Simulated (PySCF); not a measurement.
**GaHCl: relaxation and vibrations of the doublet**

Aim: relax GaHCl as a doublet from a bent start, check by its vibrations whether the end is a minimum, and collect its spectrum and constants.

Computed with PySCF 2.14.0. Level: PBE0, basis Ga def2-TZVP, H def2-TZVP, Cl def2-TZVP, no relativity, density fitting.

### Step 1. Starting geometry

3 atoms, charge 0, spin multiplicity 2.

Bond lengths: Ga1–H2 1.560 Å, Ga1–Cl3 2.230 Å. Angles: H2–Ga1–Cl3 110.0°.

```xyz
3
charge 0 multiplicity 2
Ga    0.0000    0.0000    0.0000
H    -1.2779    0.0000    0.8948
Cl    1.8267    0.0000    1.2791
```

### Step 2. First SCF at the start

One driver script runs all steps and calls PySCF; scf.py shows how it sets up the SCF of each step. The optimiser is the driver's own. After this first run the driver tries any further starts and a stability analysis.

scf.py reads:

```python
from pyscf import gto, scf, dft
mol = gto.M(atom='''
Ga     0.000000     0.000000     0.000000
H     -1.277900     0.000000     0.894800
Cl     1.826700     0.000000     1.279100''',
    basis={'Ga': 'def2-TZVP', 'H': 'def2-TZVP', 'Cl': 'def2-TZVP'},
    charge=0, spin=1)
mf = dft.UKS(mol, xc='PBE0')
mf.grids.atom_grid = (50, 194)
aux = {'Ga': 'def2-universal-JKFIT', 'H': 'def2-universal-JKFIT', 'Cl': 'def2-universal-JKFIT'}
mf = mf.density_fit(auxbasis=aux)
mf.conv_tol = 1e-08
mf.diis_space = 10
mf.max_cycle = 60
mf.init_guess = 'minao'
mf.verbose = 4
mf.kernel()
```

The run is started by

```bash
OMP_NUM_THREADS=2 python axn.py task.json out
```

Further steps of the session: Relaxing the doublet from the bent start; Vibrations and properties at this point.

Q: Predict the outcome of this session. Wanted: minimum; geometry; wavenumbers; dipole moment; highest occupied, lowest empty level; polar-tensor charge of Ga1; zero-point energy; atomisation energy; ⟨S²⟩.

**Answer**, as computed:

| quantity | value |
| --- | --- |
| minimum | doublet, Cs |
| geometry | Ga–Cl 2.168 Å, Ga–H 1.604 Å; Cl–Ga–H 115.6° |
| wavenumbers (cm⁻¹) | 399 (a'), 521 (a'), 1757 (a') |
| dipole moment | 1.97 D |
| highest occupied, lowest empty level (either spin) | -6.33, -3.13 eV |
| polar-tensor charge of Ga1 | +0.76 e |
| zero-point energy | 16.0 kJ/mol |
| entropy at 298.15 K | 270.0 J/(mol K) |
| atomisation energy (no zero-point energy) | 584 kJ/mol |
| ⟨S²⟩ | 0.755 |

In words: The molecule stays Cs, as typed, and the end point is a minimum. In the infrared the band at 1757 cm⁻¹ (a', stretch) leads. Most of the spin sits on Ga1 (Mulliken spin 0.68, against 1 for the whole molecule). Other starts or spin states, not run here, may lie lower.
